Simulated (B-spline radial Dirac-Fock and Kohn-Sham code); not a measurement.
# Gd⁵³⁺: core levels and X-ray properties

What does theory give for Gd⁵³⁺? The session works out its X-ray form factor and Compton profile and the binding energy of each subshell.

Method: a free atom or ion on a radial basis; each step names its model; computed with B-spline radial Dirac-Fock and Kohn-Sham code, version 2.

**1. The atom as given**

Gadolinium as Gd⁵³⁺ in the configuration [Ne] 3s1.

- nuclear charge: 64
- electrons: 11
- mass number: 158
- nuclear rms radius: 5.1569 fm

Outer shells as boxes (Hund's rule, for the drawing alone; heavy ions are jj-coupled, and the calculation averages over the configuration):

```
[Ne] core
3s [↑ ]
```

**2. Form factor and Compton profile**

Model: Dirac-Fock average of configuration, finite nucleus; form factor of the spherical density, Waller-Hartree incoherent function, impulse-approximation Compton profiles.

The run's settings:

```ini
task = scatter
Z = 64
charge = 53
configuration = 1s2 2s2 2p6 3s1
mass_number = 158
rms_radius = 5.1569  # fm
s = [0.0, 0.05, 0.1, 0.15, 0.2, 0.25, 0.3, 0.35, 0.4, 0.45, 0.5, 0.6, 0.7, 0.8, 0.9, 1.0, 1.1, 1.2, 1.4, 1.6, 1.8, 2.0, 2.5, 3.0, 3.5, 4.0, 5.0, 6.0]  # 1/A
pz = [0, 0.1, 0.2, 0.3, 0.4, 0.5, 0.6, 0.8, 1.0, 1.2, 1.4, 1.6, 1.8, 2.0, 2.5, 3.0, 4.0, 5.0, 7.0, 10.0, 15.0, 20.0, 30.0, 40.0, 60.0, 100.0]  # a.u.
photon_energy = [2000, 20000, 30000, 50000, 100000, 200000, 500000, 1000000]  # eV
```

**3. Binding energies**

Model: Dirac-Fock average of configuration, Delta-SCF, finite nucleus, first-order Breit with its frequency dependence, self-energy and vacuum polarisation.

Settings, as recorded:

```ini
task = binding
```

Before running it: what results should come out? Wanted: rms radius of the electron cloud; form factor halves at; Compton profile at zero; deepest level listed, L2; least bound, M1.

**Answer**, as computed:

| quantity | value |
| --- | --- |
| rms radius of the electron cloud | 0.106 bohr |
| form factor halves at | 3.7 1/Å |
| Compton profile at zero | 0.3227 1/a.u. |
| deepest level listed, L2 (2p1/2) | 11844.7 eV |
| least bound, M1 (3s) | 5025.1 eV |
| ionisation energy, NIST (theoretical) | 5025.00 eV |

f falls from 11 to half of that at s = 3.7 1/Å. Incoherent scattering outweighs coherent from 500 keV on, among the energies asked. The L2 (2p1/2) level lies 4.58 eV under Koopmans' value by relaxation alone; Breit gives -24.60 and QED +0.21 eV. NIST's ionisation energy differs by -0.15 eV from the least binding energy, within its stated uncertainty. The Hartree-Fock and Dirac-Fock values hold no electron correlation.
